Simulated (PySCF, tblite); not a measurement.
# C7H11FOSi: geometry, infrared bands and NMR shifts

Wanted: the infrared bands and NMR shifts of C7H11FOSi (`CC#C/C=C(\C)O[SiH2]CF`), by calculation.

The runs use tblite 0.8.0 and PySCF 2.14.0, with density-fitted response routines of our own; the level of theory stands in each step. All values are computed, except where a source is named. Atoms count from 0, in the outputs and in this text.

**1. The starting structure**

21 atoms, charge 0, multiplicity 1; geometry from: force field or distance geometry start.

Bonds of the start (Å): C0–C1 1.45, C1–C2 1.24, C2–C3 1.43, C3–C4 1.35, C4–C5 1.48, C4–O6 1.39, O6–Si7 1.72, Si7–C8 1.87, C8–F9 1.37, C0–H10 1.11, C0–H11 1.13, C0–H12 1.10, C3–H13 1.08, C5–H14 1.13, C5–H15 1.10, C5–H16 1.11, Si7–H17 1.48, Si7–H18 1.49, C8–H19 1.10, C8–H20 1.12.

**2. Relaxing the molecule with GFN2-xTB**

Job settings and geometry (Å):

```
{"job": {"kind": "relax", "xc": "GFN2-xTB", "basis": "xTB"}, "charge": 0, "multiplicity": 1}
C     -4.608200     0.028700    -1.091600
C     -3.287100     0.496900    -0.712200
C     -2.154900     0.883900    -0.389500
C     -0.850500     1.342500    -0.032800
C      0.097800     0.447200     0.328600
C     -0.318500    -0.977000     0.287200
O      1.369900     0.878300     0.674200
Si     2.742300    -0.119500     0.936300
C      4.259400     0.583500     0.093900
F      5.303000    -0.309200     0.141000
H     -4.934400    -0.723100    -0.341600
H     -4.593400    -0.476300    -2.098400
H     -5.280200     0.895300    -1.176100
H     -0.622000     2.395800    -0.028900
H     -1.170900    -1.149000     1.006800
H      0.508300    -1.585000     0.685100
H     -0.590100    -1.271800    -0.752500
H      2.526400    -1.480000     0.387900
H      2.973600    -0.170900     2.403300
H      4.019500     0.771500    -0.960900
H      4.600900     1.496000     0.639800
```

Run with:

```console
> OMP_NUM_THREADS=1 python probes_run.py task.json out
```

The driver reads the jobs from task.json and runs them one after another.

**Question.** This job is followed by: GFN2-xTB harmonic vibrations, gas phase; GIAO PBE0/pcSseg-1 NMR shielding, non-relativistic, gas phase. Predict these results of the whole session: strongest single infrared mode (GFN2-xTB); zero-point energy (GFN2-xTB); ¹³C shifts against TMS (PBE0/pcSseg-1); ¹H shifts against TMS (PBE0/pcSseg-1, means over atoms taken as alike); ¹⁷O shifts against H2O (PBE0/pcSseg-1); ²⁹Si shifts against TMS (PBE0/pcSseg-1); ¹⁹F shifts against CFCl3 (PBE0/pcSseg-1); surface potential, 1st and 99th percentile.

The runs gave:

```
                                                              quantity                                         value
                             strongest single infrared mode (GFN2-xTB)                         2232 cm⁻¹, 403 km/mol
                                          zero-point energy (GFN2-xTB)                                 97.5 kcal/mol
                                ¹³C shifts against TMS (PBE0/pcSseg-1)  167.1, 99.4, 98.1, 82.3, 76.9, 19.2, 5.9 ppm
¹H shifts against TMS (PBE0/pcSseg-1, means over atoms taken as alike)              5.15, 5.15, 5.06, 2.27, 2.23 ppm
                                ¹⁷O shifts against H2O (PBE0/pcSseg-1)                                     114.8 ppm
                               ²⁹Si shifts against TMS (PBE0/pcSseg-1)                                     -35.2 ppm
                              ¹⁹F shifts against CFCl3 (PBE0/pcSseg-1)                                    -316.8 ppm
                                 surface potential, 1st and 99th percentile                            -1.06 V and 1.05 V
```

What this shows: Over 121 steps the energy fell by 0.727 eV; of the close pairs, O6–Si7 changed most, 1.717 to 1.619 Å. The lowest mode is slightly imaginary (7i cm⁻¹), a soft motion within the noise of the Hessian, so the minimum is not strictly shown. The strongest single mode, at 2232 cm⁻¹, moves mainly H18 and H17. Unscaled tight-binding wavenumbers are off by several per cent, some by more. Its intensities can rank the bands wrongly. C4 (alkene carbon bearing oxygen) lies farthest downfield among carbon, at 167.1 ppm; an sp2 carbon further deshielded by the attached heteroatom. H13 (hydrogen on a β carbon of an enol-ether or enamine type C=C) lies farthest downfield among hydrogen, at 5.15 ppm; attached to an sp2 carbon and in the plane of the double bond. At PBE0/pcSseg-1: Shielding is most anisotropic at C2 (span 266 ppm, paramagnetic term -150 ppm).
